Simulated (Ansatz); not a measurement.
# C2H6AlN: how energies converge with the basis set

An exercise on one series of results from a longer session: the logs are not shown, and one member is left open.

The runs use Ansatz 0.2.0, Gaussian basis; one geometry, several basis sets.

The runs, in order: PBE0-D4/def2-SVP; ωB97M-V/def2-SVP; PBE0-D4/def2-QZVPP; ωB97M-V/def2-QZVPP; the functionals' def2-TZVPP values are taken from earlier runs.

## Structure used throughout

All runs share one geometry, relaxed beforehand with PBE0-D4 in a triple-zeta def2 set.

SMILES `[NH2][Al]1[CH2][CH2]1`, 10 atoms, charge 0, spin multiplicity 1.

Atoms are counted from 1 here; the program's logs count them from 0.

Bond lengths: N1–Al2 1.757 Å, N1–H5 1.007 Å, N1–H6 1.007 Å, Al2–C3 1.896 Å, Al2–C4 1.896 Å, C3–C4 1.607 Å, C3–H7 1.089 Å, C3–H8 1.089 Å, C4–H9 1.089 Å, C4–H10 1.089 Å. Angles: Al2–N1–H5 124.7°, Al2–N1–H6 124.7°, H5–N1–H6 110.6°, N1–Al2–C3 154.9°, N1–Al2–C4 154.9°, C3–Al2–C4 50.1°, Al2–C3–C4 64.9°, Al2–C3–H7 122.6°, Al2–C3–H8 123.0°, C4–C3–H7 113.9°, C4–C3–H8 114.0°, H7–C3–H8 109.7°, Al2–C4–C3 64.9°, Al2–C4–H9 122.6°, Al2–C4–H10 123.0°, C3–C4–H9 113.9°, C3–C4–H10 114.0°, H9–C4–H10 109.7°.

Geometry (Å):

```xyz
10
charge 0, multiplicity 1
N    -1.6563    1.2381   -1.0406
Al   -0.3974    0.2980   -0.2532
C     0.6238   -1.2640    0.0823
C     1.0422    0.0220    0.9496
H    -2.2803    0.8830   -1.7462
H    -1.8535    2.2064   -0.8485
H     0.2472   -2.0947    0.6773
H     1.4039   -1.6180   -0.5900
H     2.0509    0.3807    0.7499
H     0.9026   -0.1027    2.0223
```

The first run:

in.yaml reads:

```yaml
crystal:
  periodic: [false, false, false]
  atoms:
    - {symbol: N, position_ang: [-1.656289, 1.238093, -1.040586]}
    - {symbol: Al, position_ang: [-0.397365, 0.297982, -0.253154]}
    - {symbol: C, position_ang: [0.623809, -1.263974, 0.082285]}
    - {symbol: C, position_ang: [1.042186, 0.022026, 0.949607]}
    - {symbol: H, position_ang: [-2.280284, 0.883005, -1.746181]}
    - {symbol: H, position_ang: [-1.853460, 2.206380, -0.848548]}
    - {symbol: H, position_ang: [0.247159, -2.094715, 0.677253]}
    - {symbol: H, position_ang: [1.403861, -1.617968, -0.590034]}
    - {symbol: H, position_ang: [2.050904, 0.380655, 0.749925]}
    - {symbol: H, position_ang: [0.902578, -0.102683, 2.022335]}
basis:
  gaussian: {orbitals: def2-SVP}
hamiltonian: {xc: pbe0, dispersion: d4}
output: {orbitals: {seedname: orbitals}}
```

Run with:

```sh
ansatz run in.yaml --threads 2 --pin off --events-out ev --progress --plain --max-ram 4352MiB
```

Among the steps run: PBE0-D4 in def2-SVP; ωB97M-V in def2-SVP; PBE0-D4 in def2-QZVPP; ωB97M-V in def2-QZVPP.

One table of the session follows, with a row left open; its other results are not shown here.

It belongs to the step «Density functionals: the series». 

```
functional       basis  HOMO (eV)
   PBE0-D4    def2-SVP      -5.60
   PBE0-D4  def2-TZVPP      -5.69
   PBE0-D4  def2-QZVPP          ?
   ωB97M-V    def2-SVP      -7.78
   ωB97M-V  def2-TZVPP      -7.88
   ωB97M-V  def2-QZVPP      -7.91
```

**Question.** Estimate the row for PBE0-D4, def2-QZVPP.

As computed: HOMO (eV): -5.71. In the column «HOMO (eV)» it lies between ωB97M-V, def2-SVP (-7.78) and PBE0-D4, def2-TZVPP (-5.69).
